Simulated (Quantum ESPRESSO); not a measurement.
## Ta4NiO11: equation of state with PBE

Crystal: Ta4NiO11.

```xyz
16
Lattice="5.2928 -0.0003 -0.0252 -0.0419 5.3357 0.0234 -0.4762 -0.0800 7.8961" Properties=species:S:1:pos:R:3 pbc="T T T"
Ta    2.4998    2.4322    4.0913
Ta    2.4499    2.7580    7.7432
Ta   -0.1603    5.2326    4.0465
Ta    0.2511    0.1312    0.1327
Ni    0.1937    3.0731    2.1358
O     4.9657    4.9873    1.8841
O     0.8952    1.4768    3.3959
O     1.3848    3.8364    0.4952
O     1.7661    1.2679    0.2878
O     1.3730    3.9832    3.6322
O     2.2760    2.3333    5.9192
O     3.4959    0.8322    3.8340
O     3.3969    4.3723    7.4281
O     4.4611    1.9408    0.6105
O     4.0802    3.4598    3.7520
O     0.0524    0.0063    5.8951
```

The cell was built by a generator and needn't be a form met in nature.

```yaml
Program: Quantum ESPRESSO 7.5
Task: equation of state
Functional: PBE
Potentials_or_basis: SSSP 1.3 efficiency PBE
Cutoff: 748 eV
Density_cutoff: 5987 eV
k_mesh: 4 × 4 × 3
Occupations: fermi-dirac, width 0.05 eV
Spin: collinear spin, ferromagnetic start
Starting_moments: "[0.0, 0.0, 0.0, 0.0, 1.0, 0.0, 0.0, 0.0, 0.0, 0.0, 0.0, 0.0, 0.0, 0.0, 0.0, 0.0] μB"
```

```
Equilibrium volume                        : 13.96 Å³/atom
Bulk modulus at fixed shape and positions : 204 GPa
Pressure derivative of the bulk modulus   : 4.4
```

Energy against volume, from the lowest point:
| volume (Å³/atom) | energy (meV/atom) |
| --- | --- |
| 13.098 | 38.23 |
| 13.376 | 16.90 |
| 13.655 | 4.45 |
| 13.934 | 0.00 |
| 14.212 | 2.72 |
| 14.491 | 11.89 |
| 14.770 | 26.86 |

All runs of the series together: 67 min on 4 threads of Arm Neoverse V1, on a shared host.

Caveat: the cell was scaled at fixed shape and fractional positions, which overstates the stiffness of a crystal with free parameters, most of all of layers and chains. Spin-orbit coupling is left out, which matters for the levels of Ta.
